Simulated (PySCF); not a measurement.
# CH₆N₂Si₂: NMR shifts at several levels of theory

Aim: compute the NMR shifts of CH₆N₂Si₂ (`N#C[SiH2]N[SiH3]`) at several levels, and see how far they spread and what each costs.

Programs: PySCF 2.14.0, with density-fitted response routines of our own. Each step states its level of theory. These are calculated values for one molecule in the gas phase, unless marked as measured. Atoms are numbered from 0 throughout.

### 1 The molecule as given

11 atoms, charge 0, multiplicity 1; geometry from: PBE0-D3(BJ)/def2-SVP.

Bonds of the start (Å): N0–C1 1.16, C1–Si2 1.87, Si2–N3 1.72, N3–Si4 1.75, Si2–H5 1.49, Si2–H6 1.49, N3–H7 1.02, Si4–H8 1.49, Si4–H9 1.49, Si4–H10 1.49.

### 2 NMR shieldings: HF/pcSseg-2

Job settings and geometry (Å):

```
{"job": {"kind": "nmr", "xc": "HF", "basis": "pcSseg-2", "pop": false}, "charge": 0, "multiplicity": 1}
N      3.091082    -1.482728    -0.103997
C      2.288060    -0.729468     0.261193
Si     0.972367     0.486601     0.801950
N     -0.255152     0.664669    -0.394408
Si    -1.712793    -0.284192    -0.595667
H      1.690555     1.769016     1.028107
H      0.389755    -0.068826     2.050153
H     -0.027530     1.296458    -1.159023
H     -1.629327    -1.212957    -1.763496
H     -2.891700     0.610335    -0.798726
H     -1.876820    -1.074421     0.658136
```

Method: GIAO HF/pcSseg-2 NMR shielding, non-relativistic, gas phase.

Run with:

```console
$ OMP_NUM_THREADS=1 python probes_run.py task.json out
```

One launch serves the whole session: the jobs run in the order shown.

The program printed:

```text
final grid: 89280 points
cycle   1  E = -728.1671589946  dE =  1.858e-01  |g| = 5.261e-01  |ddm| = 2.447e+00
cycle   2  E = -728.2291093983  dE = -6.195e-02  |g| = 3.982e-01  |ddm| = 5.140e-01
cycle   3  E = -728.2618934551  dE = -3.278e-02  |g| = 8.614e-02  |ddm| = 2.302e-01
cycle   4  E = -728.2645745916  dE = -2.681e-03  |g| = 2.286e-02  |ddm| = 9.218e-02
cycle   5  E = -728.2647247296  dE = -1.501e-04  |g| = 6.391e-03  |ddm| = 2.318e-02
cycle   6  E = -728.2647385040  dE = -1.377e-05  |g| = 2.543e-03  |ddm| = 6.408e-03
cycle   7  E = -728.2647406252  dE = -2.121e-06  |g| = 7.654e-04  |ddm| = 2.743e-03
cycle   8  E = -728.2647408470  dE = -2.218e-07  |g| = 1.521e-04  |ddm| = 9.545e-04
cycle   9  E = -728.2647408640  dE = -1.697e-08  |g| = 5.522e-05  |ddm| = 2.506e-04
cycle  10  E = -728.2647408677  dE = -3.764e-09  |g| = 3.192e-05  |ddm| = 7.966e-05
cycle  11  E = -728.2647408696  dE = -1.853e-09  |g| = 1.294e-05  |ddm| = 6.480e-05
cycle  12  E = -728.2647408699  dE = -3.197e-10  |g| = 2.219e-06  |ddm| = 3.723e-05
converged SCF energy = -728.2647408699

GIAO shielding tensors (ppm)
atom      isotropic    diamagn.    paramagn.     s11        s22        s33       span
  0 N     -108.606     330.016    -438.622   -311.683   -299.325    285.191    596.874
  1 C       55.924     268.588    -212.664    -66.742    -62.584    297.098    363.840
  2 Si     443.028     873.218    -430.190    397.837    429.982    501.264    103.426
  3 N      262.587     326.121     -63.534    247.132    260.723    279.905     32.773
  4 Si     432.374     873.859    -441.484    399.808    414.507    482.808     83.000
  5 H       27.324      27.784      -0.460     23.852     25.822     32.297      8.445
  6 H       27.344      28.906      -1.563     24.275     26.169     31.586      7.311
  7 H       31.511      33.120      -1.609     23.207     28.324     43.003     19.796
  8 H       27.226      29.117      -1.892     23.888     25.521     32.268      8.380
  9 H       27.316      28.459      -1.143     23.952     25.352     32.643      8.692
 10 H       27.362      29.561      -2.199     24.342     26.308     31.436      7.094
```

Run time: 19 s. Hardware: 1 thread of Arm Neoverse V2, shared host; peak memory 1.1 GiB.

Shifts follow as δ = σ(reference) − σ, with reference shieldings (ppm) from runs at the same level and on the same kind of geometry: ¹H TMS 31.68, ¹³C TMS 191.5, ²⁹Si TMS 383.0, ¹⁵N NH3 260.7. The references are single molecules in the gas phase, so shifts against H2O, NH3, PH3, H3PO4 or CFCl3 are not on the usual liquid scales and can be off by tens of ppm. Atoms listed in one row are averaged.

```
      atoms                            environment  σ (ppm)  δ (ppm)
         C1                         nitrile carbon     55.9    135.6
H8, H9, H10      hydrogen on a silicon bonded to N    27.30     4.38
     H5, H6   hydrogen on a silicon bonded to C, N    27.33     4.35
         H7  hydrogen on a nitrogen bonded to 2 Si    31.51     0.17
         N0                       nitrile nitrogen   -108.6    369.4
         N3             nitrogen bonded to 2 Si, H    262.6     -1.8
        Si4               silicon bonded to N, 3 H    432.4    -49.4
        Si2            silicon bonded to C, N, 2 H    443.0    -60.1
```

### 3 Nuclear shieldings: LDA/pcSseg-2

Settings changed since step 2:

```diff
@@ -1,2 +1,2 @@
-{"job": {"kind": "nmr", "xc": "HF", "basis": "pcSseg-2", "pop": false}, "charge": 0, "multiplicity": 1}
+{"job": {"kind": "nmr", "xc": "LDA", "basis": "pcSseg-2", "pop": false}, "charge": 0, "multiplicity": 1}
 N      3.091082    -1.482728    -0.103997
```

Method: GIAO LDA/pcSseg-2 NMR shielding, non-relativistic, gas phase.

The program printed:

```text
coarse grid: 10184 points
cycle   1  E = -726.6526450908  dE =  2.011e-01  |g| = 6.361e-01  |ddm| = 2.590e+00
cycle   2  E = -726.3014445924  dE =  3.512e-01  |g| = 1.373e+00  |ddm| = 1.243e+00
cycle   3  E = -726.7037023100  dE = -4.023e-01  |g| = 3.800e-01  |ddm| = 9.880e-01
cycle   4  E = -726.7293091477  dE = -2.561e-02  |g| = 1.672e-01  |ddm| = 2.139e-01
cycle   5  E = -726.7353002872  dE = -5.991e-03  |g| = 3.220e-02  |ddm| = 1.059e-01
cycle   6  E = -726.7355525349  dE = -2.522e-04  |g| = 8.091e-03  |ddm| = 3.279e-02
cycle   7  E = -726.7355712050  dE = -1.867e-05  |g| = 1.410e-03  |ddm| = 8.822e-03
cycle   8  E = -726.7355717572  dE = -5.522e-07  |g| = 2.850e-04  |ddm| = 1.846e-03
final grid: 89280 points
cycle   9  E = -726.7394638316  dE = -2.838e-05  |g| = 2.548e-03  |ddm| = 2.424e-02
cycle  10  E = -726.7394603161  dE =  3.515e-06  |g| = 4.703e-03  |ddm| = 3.610e-03
cycle  11  E = -726.7394646291  dE = -4.313e-06  |g| = 1.221e-03  |ddm| = 2.900e-03
cycle  12  E = -726.7394647496  dE = -1.205e-07  |g| = 9.252e-04  |ddm| = 8.372e-04
cycle  13  E = -726.7394649374  dE = -1.878e-07  |g| = 8.829e-05  |ddm| = 4.408e-04
cycle  14  E = -726.7394649394  dE = -2.053e-09  |g| = 1.796e-05  |ddm| = 9.779e-05
cycle  15  E = -726.7394649395  dE = -7.208e-11  |g| = 4.052e-06  |ddm| = 1.845e-05
converged SCF energy = -726.7394649395

GIAO shielding tensors (ppm)
atom      isotropic    diamagn.    paramagn.     s11        s22        s33       span
  0 N     -104.771     331.550    -436.321   -304.635   -285.958    276.279    580.914
  1 C       48.947     264.395    -215.448    -72.317    -65.570    284.729    357.046
  2 Si     368.671     878.047    -509.375    311.097    346.457    448.460    137.364
  3 N      249.911     322.881     -72.970    230.045    247.645    272.043     41.997
  4 Si     350.920     878.891    -527.972    303.387    315.498    433.874    130.487
  5 H       25.475      27.161      -1.687     21.996     24.244     30.185      8.189
  6 H       25.628      28.167      -2.539     22.665     24.787     29.433      6.768
  7 H       30.767      31.866      -1.099     22.432     28.453     41.417     18.985
  8 H       25.446      28.058      -2.612     22.026     23.795     30.519      8.493
  9 H       25.566      27.527      -1.960     22.145     23.749     30.806      8.661
 10 H       25.725      28.483      -2.758     23.098     24.590     29.486      6.388
```

Run time: 28 s. Hardware: 1 thread of Arm Neoverse V2, shared host; peak memory 0.93 GiB.

This run: δ C1 131.3, N0 371.4, N3 16.8, Si4 -47.9, H5 5.22, H8 5.19 ppm (means over like atoms).

### 4 Nuclear shieldings: PBE/pcSseg-2

Settings changed since step 3:

```diff
@@ -1,2 +1,2 @@
-{"job": {"kind": "nmr", "xc": "LDA", "basis": "pcSseg-2", "pop": false}, "charge": 0, "multiplicity": 1}
+{"job": {"kind": "nmr", "xc": "PBE", "basis": "pcSseg-2", "pop": false}, "charge": 0, "multiplicity": 1}
 N      3.091082    -1.482728    -0.103997
```

With the program's defaults for keys left out, this is: GIAO PBE/pcSseg-2 NMR shielding, non-relativistic, gas phase.

The program printed:

```text
coarse grid: 10184 points
cycle   1  E = -729.7406126323  dE =  2.117e-01  |g| = 6.381e-01  |ddm| = 2.537e+00
cycle   2  E = -729.3900482829  dE =  3.506e-01  |g| = 1.369e+00  |ddm| = 1.244e+00
cycle   3  E = -729.7905610369  dE = -4.005e-01  |g| = 3.986e-01  |ddm| = 9.886e-01
cycle   4  E = -729.8208792952  dE = -3.032e-02  |g| = 1.490e-01  |ddm| = 2.165e-01
cycle   5  E = -729.8256588444  dE = -4.780e-03  |g| = 3.313e-02  |ddm| = 1.044e-01
cycle   6  E = -729.8259304165  dE = -2.716e-04  |g| = 7.202e-03  |ddm| = 3.287e-02
cycle   7  E = -729.8259460546  dE = -1.564e-05  |g| = 1.296e-03  |ddm| = 8.335e-03
cycle   8  E = -729.8259465185  dE = -4.639e-07  |g| = 2.806e-04  |ddm| = 1.749e-03
final grid: 89280 points
cycle   9  E = -729.8435903851  dE = -5.722e-05  |g| = 8.928e-03  |ddm| = 3.424e-02
cycle  10  E = -729.8435358325  dE =  5.455e-05  |g| = 1.816e-02  |ddm| = 1.632e-02
cycle  11  E = -729.8436020424  dE = -6.621e-05  |g| = 4.800e-03  |ddm| = 1.113e-02
cycle  12  E = -729.8436066136  dE = -4.571e-06  |g| = 1.704e-03  |ddm| = 2.649e-03
cycle  13  E = -729.8436072261  dE = -6.125e-07  |g| = 3.404e-04  |ddm| = 1.131e-03
cycle  14  E = -729.8436072559  dE = -2.983e-08  |g| = 3.677e-05  |ddm| = 2.984e-04
cycle  15  E = -729.8436072562  dE = -2.462e-10  |g| = 1.085e-05  |ddm| = 4.482e-05
converged SCF energy = -729.8436072562

GIAO shielding tensors (ppm)
atom      isotropic    diamagn.    paramagn.     s11        s22        s33       span
  0 N      -95.470     332.625    -428.095   -293.069   -273.918    280.576    573.645
  1 C       53.194     263.742    -210.548    -66.002    -59.399    284.984    350.987
  2 Si     389.626     877.499    -487.873    336.408    369.460    463.009    126.601
  3 N      247.548     322.746     -75.198    230.233    244.110    268.301     38.067
  4 Si     372.163     878.281    -506.118    329.580    341.129    445.779    116.198
  5 H       26.137      27.776      -1.639     22.678     24.906     30.828      8.151
  6 H       26.288      28.987      -2.699     23.331     25.426     30.108      6.777
  7 H       31.255      32.359      -1.104     23.174     28.942     41.650     18.476
  8 H       26.069      28.757      -2.688     22.693     24.433     31.080      8.387
  9 H       26.192      28.107      -1.916     22.811     24.390     31.374      8.563
 10 H       26.368      29.310      -2.942     23.711     25.280     30.111      6.401
```

It took 37 s on 1 thread of Arm Neoverse V2, shared host; peak memory 0.85 GiB.

This run: δ C1 126.2, N0 356.5, N3 13.5, Si4 -48.7, H8 4.97, H5 4.97 ppm (means over like atoms).

### 5 Shielding tensors: BLYP/pcSseg-2

Settings changed since step 4:

```diff
@@ -1,2 +1,2 @@
-{"job": {"kind": "nmr", "xc": "PBE", "basis": "pcSseg-2", "pop": false}, "charge": 0, "multiplicity": 1}
+{"job": {"kind": "nmr", "xc": "BLYP", "basis": "pcSseg-2", "pop": false}, "charge": 0, "multiplicity": 1}
 N      3.091082    -1.482728    -0.103997
```

Method: GIAO BLYP/pcSseg-2 NMR shielding, non-relativistic, gas phase.

The program printed:

```text
coarse grid: 10184 points
cycle   1  E = -730.1661205100  dE =  2.142e-01  |g| = 6.996e-01  |ddm| = 2.533e+00
cycle   2  E = -729.7239132909  dE =  4.422e-01  |g| = 1.525e+00  |ddm| = 1.403e+00
cycle   3  E = -730.2267285151  dE = -5.028e-01  |g| = 4.304e-01  |ddm| = 1.124e+00
cycle   4  E = -730.2619495124  dE = -3.522e-02  |g| = 1.636e-01  |ddm| = 2.353e-01
cycle   5  E = -730.2676402890  dE = -5.691e-03  |g| = 4.054e-02  |ddm| = 1.183e-01
cycle   6  E = -730.2680359745  dE = -3.957e-04  |g| = 8.648e-03  |ddm| = 3.836e-02
cycle   7  E = -730.2680586100  dE = -2.264e-05  |g| = 1.469e-03  |ddm| = 1.002e-02
cycle   8  E = -730.2680591922  dE = -5.821e-07  |g| = 3.098e-04  |ddm| = 1.982e-03
final grid: 89280 points
cycle   9  E = -730.2884062018  dE = -3.885e-05  |g| = 5.531e-03  |ddm| = 2.736e-02
cycle  10  E = -730.2883874808  dE =  1.872e-05  |g| = 1.077e-02  |ddm| = 1.016e-02
cycle  11  E = -730.2884107379  dE = -2.326e-05  |g| = 2.793e-03  |ddm| = 6.831e-03
cycle  12  E = -730.2884120781  dE = -1.340e-06  |g| = 1.343e-03  |ddm| = 1.713e-03
cycle  13  E = -730.2884124601  dE = -3.819e-07  |g| = 2.160e-04  |ddm| = 7.473e-04
cycle  14  E = -730.2884124716  dE = -1.151e-08  |g| = 4.456e-05  |ddm| = 2.174e-04
cycle  15  E = -730.2884124720  dE = -4.081e-10  |g| = 1.083e-05  |ddm| = 4.649e-05
converged SCF energy = -730.2884124720

GIAO shielding tensors (ppm)
atom      isotropic    diamagn.    paramagn.     s11        s22        s33       span
  0 N      -96.245     331.482    -427.727   -294.189   -275.721    281.176    575.365
  1 C       50.318     263.041    -212.723    -70.437    -63.652    285.044    355.481
  2 Si     381.799     876.868    -495.069    328.662    362.437    454.299    125.637
  3 N      241.569     322.297     -80.729    225.593    237.631    261.482     35.889
  4 Si     364.141     877.593    -513.451    322.825    334.398    435.201    112.376
  5 H       26.454      28.010      -1.556     23.012     25.250     31.101      8.089
  6 H       26.598      29.104      -2.506     23.662     25.745     30.387      6.725
  7 H       31.487      32.668      -1.182     23.711     29.338     41.411     17.700
  8 H       26.371      28.869      -2.499     23.034     24.765     31.313      8.278
  9 H       26.495      28.279      -1.785     23.146     24.721     31.618      8.472
 10 H       26.681      29.412      -2.731     24.058     25.607     30.378      6.321
```

Wall time 34 s (1 thread of Arm Neoverse V2, shared host); peak memory 0.87 GiB.

Key values: δ C1 124.7, N0 353.8, N3 16.0, Si4 -54.5, H8 4.86, H5 4.85 ppm (means over like atoms).

### 6 Shielding tensors: BP86/pcSseg-2

Settings changed since step 5:

```diff
@@ -1,2 +1,2 @@
-{"job": {"kind": "nmr", "xc": "BLYP", "basis": "pcSseg-2", "pop": false}, "charge": 0, "multiplicity": 1}
+{"job": {"kind": "nmr", "xc": "BP86", "basis": "pcSseg-2", "pop": false}, "charge": 0, "multiplicity": 1}
 N      3.091082    -1.482728    -0.103997
```

With the program's defaults for keys left out, this is: GIAO BP86/pcSseg-2 NMR shielding, non-relativistic, gas phase.

The program printed:

```text
coarse grid: 10184 points
cycle   1  E = -730.2839555040  dE =  2.112e-01  |g| = 6.408e-01  |ddm| = 2.527e+00
cycle   2  E = -729.9270438079  dE =  3.569e-01  |g| = 1.381e+00  |ddm| = 1.201e+00
cycle   3  E = -730.3342403959  dE = -4.072e-01  |g| = 4.011e-01  |ddm| = 9.557e-01
cycle   4  E = -730.3654623549  dE = -3.122e-02  |g| = 1.447e-01  |ddm| = 2.166e-01
cycle   5  E = -730.3699767159  dE = -4.514e-03  |g| = 3.298e-02  |ddm| = 1.022e-01
cycle   6  E = -730.3702459409  dE = -2.692e-04  |g| = 6.868e-03  |ddm| = 3.128e-02
cycle   7  E = -730.3702603236  dE = -1.438e-05  |g| = 1.251e-03  |ddm| = 8.010e-03
cycle   8  E = -730.3702607494  dE = -4.257e-07  |g| = 2.639e-04  |ddm| = 1.658e-03
final grid: 89280 points
cycle   9  E = -730.3884733810  dE = -4.827e-05  |g| = 4.400e-03  |ddm| = 3.207e-02
cycle  10  E = -730.3884620421  dE =  1.134e-05  |g| = 8.319e-03  |ddm| = 6.713e-03
cycle  11  E = -730.3884755017  dE = -1.346e-05  |g| = 2.455e-03  |ddm| = 5.041e-03
cycle  12  E = -730.3884763156  dE = -8.139e-07  |g| = 1.498e-03  |ddm| = 1.569e-03
cycle  13  E = -730.3884767961  dE = -4.805e-07  |g| = 2.407e-04  |ddm| = 8.042e-04
cycle  14  E = -730.3884768118  dE = -1.568e-08  |g| = 2.820e-05  |ddm| = 2.237e-04
cycle  15  E = -730.3884768119  dE = -1.351e-10  |g| = 6.848e-06  |ddm| = 2.747e-05
converged SCF energy = -730.3884768119

GIAO shielding tensors (ppm)
atom      isotropic    diamagn.    paramagn.     s11        s22        s33       span
  0 N      -94.376     330.484    -424.860   -291.519   -272.716    281.106    572.625
  1 C       53.780     264.213    -210.432    -65.117    -58.590    285.048    350.165
  2 Si     388.729     877.453    -488.724    336.114    368.767    461.305    125.190
  3 N      247.385     323.106     -75.721    230.431    244.039    267.685     37.253
  4 Si     370.966     878.267    -507.301    329.070    340.978    442.849    113.779
  5 H       26.201      27.806      -1.605     22.742     24.968     30.894      8.152
  6 H       26.347      28.933      -2.586     23.381     25.480     30.179      6.798
  7 H       31.305      32.390      -1.084     23.281     28.968     41.667     18.386
  8 H       26.139      28.743      -2.604     22.767     24.506     31.142      8.375
  9 H       26.266      28.130      -1.864     22.890     24.461     31.447      8.557
 10 H       26.437      29.276      -2.839     23.766     25.356     30.189      6.423
```

Run time: 33 s. Hardware: 1 thread of Arm Neoverse V2, shared host; peak memory 0.85 GiB.

Key values: δ C1 125.4, N0 353.6, N3 11.8, Si4 -48.9, H5 4.96, H8 4.95 ppm (means over like atoms).

### 7 NMR shieldings: OPBE/pcSseg-2

Settings changed since step 6:

```diff
@@ -1,2 +1,2 @@
-{"job": {"kind": "nmr", "xc": "BP86", "basis": "pcSseg-2", "pop": false}, "charge": 0, "multiplicity": 1}
+{"job": {"kind": "nmr", "xc": "OPBE", "basis": "pcSseg-2", "pop": false}, "charge": 0, "multiplicity": 1}
 N      3.091082    -1.482728    -0.103997
```

Level: GIAO OPBE/pcSseg-2 NMR shielding, non-relativistic, gas phase.

The program printed:

```text
coarse grid: 10184 points
cycle   1  E = -730.0764955289  dE =  1.903e-01  |g| = 5.749e-01  |ddm| = 2.579e+00
cycle   2  E = -729.7947145477  dE =  2.818e-01  |g| = 1.226e+00  |ddm| = 1.146e+00
cycle   3  E = -730.1185398439  dE = -3.238e-01  |g| = 3.698e-01  |ddm| = 8.924e-01
cycle   4  E = -730.1462308654  dE = -2.769e-02  |g| = 1.205e-01  |ddm| = 2.013e-01
cycle   5  E = -730.1493787446  dE = -3.148e-03  |g| = 2.985e-02  |ddm| = 9.205e-02
cycle   6  E = -730.1496116001  dE = -2.329e-04  |g| = 5.244e-03  |ddm| = 3.082e-02
cycle   7  E = -730.1496205395  dE = -8.939e-06  |g| = 1.133e-03  |ddm| = 6.672e-03
final grid: 89280 points
cycle   8  E = -730.1561451807  dE = -2.406e-04  |g| = 1.100e-02  |ddm| = 6.427e-02
cycle   9  E = -730.1561321614  dE =  1.302e-05  |g| = 1.113e-02  |ddm| = 1.369e-02
cycle  10  E = -730.1561539375  dE = -2.178e-05  |g| = 5.071e-03  |ddm| = 1.014e-02
cycle  11  E = -730.1561587531  dE = -4.816e-06  |g| = 1.762e-03  |ddm| = 3.606e-03
cycle  12  E = -730.1561593730  dE = -6.199e-07  |g| = 8.157e-04  |ddm| = 1.282e-03
cycle  13  E = -730.1561595202  dE = -1.472e-07  |g| = 1.112e-04  |ddm| = 4.192e-04
cycle  14  E = -730.1561595230  dE = -2.752e-09  |g| = 8.614e-06  |ddm| = 8.502e-05
cycle  15  E = -730.1561595230  dE = -1.467e-11  |g| = 3.221e-06  |ddm| = 1.094e-05
converged SCF energy = -730.1561595230

GIAO shielding tensors (ppm)
atom      isotropic    diamagn.    paramagn.     s11        s22        s33       span
  0 N      -82.546     337.669    -420.215   -276.093   -257.168    285.625    561.718
  1 C       60.863     264.592    -203.729    -53.981    -48.406    284.975    338.955
  2 Si     414.898     878.192    -463.294    365.601    395.984    483.108    117.507
  3 N      253.933     323.107     -69.174    238.058    249.479    274.261     36.203
  4 Si     398.319     878.961    -480.642    358.282    370.203    466.473    108.191
  5 H       26.259      27.894      -1.635     22.812     24.990     30.974      8.163
  6 H       26.411      29.543      -3.132     23.443     25.511     30.279      6.836
  7 H       31.230      32.288      -1.058     22.941     28.664     42.084     19.143
  8 H       26.185      29.252      -3.066     22.829     24.536     31.191      8.362
  9 H       26.304      28.350      -2.047     22.940     24.491     31.480      8.540
 10 H       26.483      29.952      -3.469     23.736     25.437     30.274      6.538
```

Run time: 34 s. Hardware: 1 thread of Arm Neoverse V2, shared host; peak memory 0.87 GiB.

In short: δ C1 123.6, N0 345.4, N3 8.9, Si4 -42.8, H8 4.88, H5 4.86 ppm (means over like atoms).

### 8 NMR shieldings: KT2/pcSseg-2

Settings changed since step 7:

```diff
@@ -1,2 +1,2 @@
-{"job": {"kind": "nmr", "xc": "OPBE", "basis": "pcSseg-2", "pop": false}, "charge": 0, "multiplicity": 1}
+{"job": {"kind": "nmr", "xc": "KT2", "basis": "pcSseg-2", "pop": false}, "charge": 0, "multiplicity": 1}
 N      3.091082    -1.482728    -0.103997
```

Method: GIAO KT2/pcSseg-2 NMR shielding, non-relativistic, gas phase.

The program printed:

```text
coarse grid: 10184 points
cycle   1  E = -737.7481775725  dE =  2.297e-01  |g| = 6.020e-01  |ddm| = 2.477e+00
cycle   2  E = -737.3891482014  dE =  3.590e-01  |g| = 1.344e+00  |ddm| = 1.228e+00
cycle   3  E = -737.8043523029  dE = -4.152e-01  |g| = 3.392e-01  |ddm| = 9.509e-01
cycle   4  E = -737.8275826299  dE = -2.323e-02  |g| = 1.269e-01  |ddm| = 2.067e-01
cycle   5  E = -737.8311629190  dE = -3.580e-03  |g| = 3.116e-02  |ddm| = 9.800e-02
cycle   6  E = -737.8314208348  dE = -2.579e-04  |g| = 5.639e-03  |ddm| = 3.104e-02
cycle   7  E = -737.8314303077  dE = -9.473e-06  |g| = 1.156e-03  |ddm| = 7.149e-03
final grid: 89280 points
cycle   8  E = -737.8691312694  dE = -2.587e-04  |g| = 1.674e-02  |ddm| = 1.068e-01
cycle   9  E = -737.8690915017  dE =  3.977e-05  |g| = 1.858e-02  |ddm| = 1.765e-02
cycle  10  E = -737.8691294143  dE = -3.791e-05  |g| = 1.135e-02  |ddm| = 1.520e-02
cycle  11  E = -737.8691553500  dE = -2.594e-05  |g| = 3.737e-03  |ddm| = 6.121e-03
cycle  12  E = -737.8691583718  dE = -3.022e-06  |g| = 6.913e-04  |ddm| = 2.083e-03
cycle  13  E = -737.8691585004  dE = -1.286e-07  |g| = 1.035e-04  |ddm| = 6.397e-04
cycle  14  E = -737.8691585029  dE = -2.535e-09  |g| = 2.964e-05  |ddm| = 1.159e-04
cycle  15  E = -737.8691585032  dE = -3.000e-10  |g| = 2.887e-06  |ddm| = 4.002e-05
converged SCF energy = -737.8691585032

GIAO shielding tensors (ppm)
atom      isotropic    diamagn.    paramagn.     s11        s22        s33       span
  0 N      -74.871     327.314    -402.186   -262.792   -242.072    280.250    543.042
  1 C       65.171     264.402    -199.231    -48.630    -41.105    285.248    333.878
  2 Si     414.203     879.201    -464.998    362.417    395.007    485.187    122.770
  3 N      248.776     323.639     -74.863    230.716    246.528    269.085     38.369
  4 Si     396.627     880.448    -483.821    354.893    365.680    469.309    114.416
  5 H       26.135      27.652      -1.517     22.643     24.887     30.876      8.233
  6 H       26.291      28.853      -2.563     23.309     25.404     30.159      6.849
  7 H       31.231      32.516      -1.285     23.082     28.907     41.702     18.620
  8 H       26.102      28.593      -2.490     22.697     24.460     31.149      8.452
  9 H       26.230      27.950      -1.719     22.836     24.411     31.444      8.607
 10 H       26.395      29.185      -2.790     23.742     25.282     30.161      6.418
```

It took 33 s on 1 thread of Arm Neoverse V2, shared host; peak memory 0.87 GiB.

Key values: δ C1 117.1, N0 335.0, N3 11.3, Si4 -45.6, H5 4.96, H8 4.93 ppm (means over like atoms).

[end of part 1 of 2]
